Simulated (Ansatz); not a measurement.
# C₂H₆FY: how energies converge with the basis set

Aim: see how fast density functionals converge with the basis set for C₂H₆FY.

The runs use Ansatz 0.2.0, Gaussian basis; one geometry, several basis sets.

The runs, in order: PBE0-D4/def2-SVP; ωB97M-V/def2-SVP; PBE0-D4/def2-QZVPP; ωB97M-V/def2-QZVPP; the functionals' def2-TZVPP values are taken from earlier runs.

1 further run of the same task is left out (for a known fault of the program).

## 1. The geometry

All runs share one geometry, relaxed beforehand with PBE0-D4 in a triple-zeta def2 set. Y takes the def2 core potential; no spin-orbit term is included.

SMILES `[CH3][Y]([CH3])[F]`, 10 atoms, charge 0, spin multiplicity 1.

Atoms are counted from 1 here; the program's logs count them from 0.

Bond lengths: C1–Y2 2.345 Å, C1–H5 1.099 Å, C1–H6 1.100 Å, C1–H7 1.097 Å, Y2–C3 2.344 Å, Y2–F4 1.988 Å, C3–H8 1.097 Å, C3–H9 1.099 Å, C3–H10 1.100 Å. Angles: Y2–C1–H5 109.5°, Y2–C1–H6 112.8°, Y2–C1–H7 115.1°, H5–C1–H6 105.6°, H5–C1–H7 106.3°, H6–C1–H7 106.9°, C1–Y2–C3 109.7°, C1–Y2–F4 114.3°, C3–Y2–F4 114.6°, Y2–C3–H8 114.3°, Y2–C3–H9 109.8°, Y2–C3–H10 113.2°, H8–C3–H9 106.8°, H8–C3–H10 106.4°, H9–C3–H10 105.8°.

Coordinates:

```xyz
10
charge 0, multiplicity 1
C    -1.1385    1.5036    0.4539
Y    -0.4566   -0.2240   -0.9775
C     1.5353   -1.1708   -0.1831
F    -1.8842   -1.5382   -1.4101
H    -1.0885    1.1577    1.4962
H    -0.4820    2.3843    0.4018
H    -2.1637    1.8602    0.2963
H     1.5599   -2.2664   -0.2206
H     1.6906   -0.8849    0.8669
H     2.4278   -0.8215   -0.7238
```

## 2. PBE0-D4 in def2-SVP

in.yaml

```yaml
crystal:
  periodic: [false, false, false]
  atoms:
    - {symbol: C, position_ang: [-1.138500, 1.503622, 0.453903]}
    - {symbol: Y, position_ang: [-0.456644, -0.223980, -0.977523]}
    - {symbol: C, position_ang: [1.535307, -1.170814, -0.183100]}
    - {symbol: F, position_ang: [-1.884197, -1.538184, -1.410098]}
    - {symbol: H, position_ang: [-1.088484, 1.157687, 1.496231]}
    - {symbol: H, position_ang: [-0.482050, 2.384337, 0.401825]}
    - {symbol: H, position_ang: [-2.163745, 1.860211, 0.296336]}
    - {symbol: H, position_ang: [1.559884, -2.266425, -0.220598]}
    - {symbol: H, position_ang: [1.690600, -0.884939, 0.866860]}
    - {symbol: H, position_ang: [2.427830, -0.821524, -0.723845]}
basis:
  gaussian: {orbitals: def2-SVP}
hamiltonian: {xc: pbe0, dispersion: d4}
output: {orbitals: {seedname: orbitals}}
```

Command:

```
> ansatz run in.yaml --threads 4 --pin off --events-out ev --progress --plain --max-ram 10444MiB
```

The runs that follow: ωB97M-V in def2-SVP; PBE0-D4 in def2-QZVPP; ωB97M-V in def2-QZVPP.

Before running them: what should the planned runs give, taken together? Wanted: PBE0-D4: double and triple zeta above quadruple; ωB97M-V: double and triple zeta above quadruple.

**Answer**, as computed:

| quantity | value |
| --- | --- |
| PBE0-D4: double and triple zeta above quadruple | 6.45, 0.37 eV |
| ωB97M-V: double and triple zeta above quadruple | 6.71, 0.35 eV |

**Reading.** PBE0-D4 gains 6.08 eV from double to triple zeta, then 0.37 eV more. Total energies overstate the basis error of differences, where much of it tends to cancel.
